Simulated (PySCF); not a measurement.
**Solver options tried on BBr⁺**

Do solver options change the result for BBr⁺, or only the number of cycles?

Method: each script names its method and basis; program: PySCF 2.14.0.

2 further runs of the same task are left out: 2 that didn't finish.

### 1 The system as given

BBr⁺: 2 atoms, charge 1, spin multiplicity 2.

Bond lengths: B1–Br2 2.030 Å.

### 2 The run that the others are compared with

Contents of input.py:

```python
from pyscf import gto, scf, mp

mol = gto.M(
    atom='B 0 0 0; Br 0 0 2.03',
    basis='6-31g*',
    charge=1,
    spin=1,
    symmetry=True,
    verbose=4,
)
mf = scf.UHF(mol)
mf = mf.density_fit(auxbasis='def2-universal-jkfit')
mf.kernel()
mp.MP2(mf, frozen=10).kernel()
mf.dip_moment()
print('orbital energies (hartree):', [e[max(0, n-3):n+3].round(4) for e, n in zip(mf.mo_energy, mol.nelec)])
```

The run is started by

```bash
$ OMP_NUM_THREADS=1 python input.py
```

The log of this run is left out.

Base result: E(SCF) = -2596.375411 Eh, 13 cycles, E(MP2) − E(SCF) = -0.28679 Eh, ⟨S²⟩ = 0.773.

The bond length is a typed value, not an optimised one. The dipole of an ion depends on the origin.

### 3 Second-order solver on

Edit 1 changes second-order solver: off → on.

Contents of input.py:

```python
from pyscf import gto, scf, mp

mol = gto.M(
    atom='B 0 0 0; Br 0 0 2.03',
    basis='6-31g*',
    charge=1,
    spin=1,
    symmetry=True,
    verbose=4,
)
mf = scf.UHF(mol)
mf = mf.density_fit(auxbasis='def2-universal-jkfit')
mf = mf.newton()
mf.kernel()
mp.MP2(mf, frozen=10).kernel()
mf.dip_moment()
print('orbital energies (hartree):', [e[max(0, n-3):n+3].round(4) for e, n in zip(mf.mo_energy, mol.nelec)])
```

The run is started by

```bash
$ OMP_NUM_THREADS=1 python input.py
```

### 4 DIIS space 4

Edit 2 changes DIIS space: default → 4.

Edit input.py of step 2 so:

```diff
@@ -12,2 +12,3 @@
 mf = mf.density_fit(auxbasis='def2-universal-jkfit')
+mf.diis_space = 4
 mf.kernel()
```

### 5 Point-group symmetry off

Edit 3 changes point-group symmetry: on → off.

Edit input.py of step 2 so:

```diff
@@ -7,3 +7,2 @@
     spin=1,
-    symmetry=True,
     verbose=4,
```

Before running it: what results should come out? Wanted: for each run, E(SCF); from base; gap, α spin; after the SCF.

**Answer**, as computed:

| run | E(SCF) (hartree) | from base (eV) | cycles | gap, α spin (eV) | after the SCF |
| --- | --- | --- | --- | --- | --- |
| base | -2596.375411 | 0 | 13 | 12.30 | MP2 correlation -7.804 eV, core frozen |
| second-order solver on | -2596.375411 | 0.0000 | 4 macro | 12.30 | MP2 correlation -7.804 eV, core frozen |
| DIIS space 4 | -2596.375411 | 0.0000 | 16 | 12.30 | MP2 correlation -7.804 eV, core frozen |
| point-group symmetry off | -2596.375411 | 0.0000 | 13 | 12.30 | MP2 correlation -7.804 eV, core frozen |

Distance from each run's final energy (log10 hartree) by cycle:

| run | cycle 1 | cycle 2 | cycle 3 | cycle 5 | cycle 8 | cycle 12 |
| --- | --- | --- | --- | --- | --- | --- |
| base | -1.0 | -1.5 | -2.2 | -3.3 | -5.1 | -9.2 |
| second-order solver on | -2.4 | -6.3 | < -11 | done | done | done |
| DIIS space 4 | -1.0 | -1.5 | -2.2 | -3.3 | -4.7 | -7.4 |
| point-group symmetry off | -1.0 | -1.5 | -2.2 | -3.3 | -5.1 | -9.2 |

With second-order solver on or DIIS space 4 or point-group symmetry off the SCF ends at the base energy. The base needs 13 cycles and the run with DIIS space 4 needs 16.
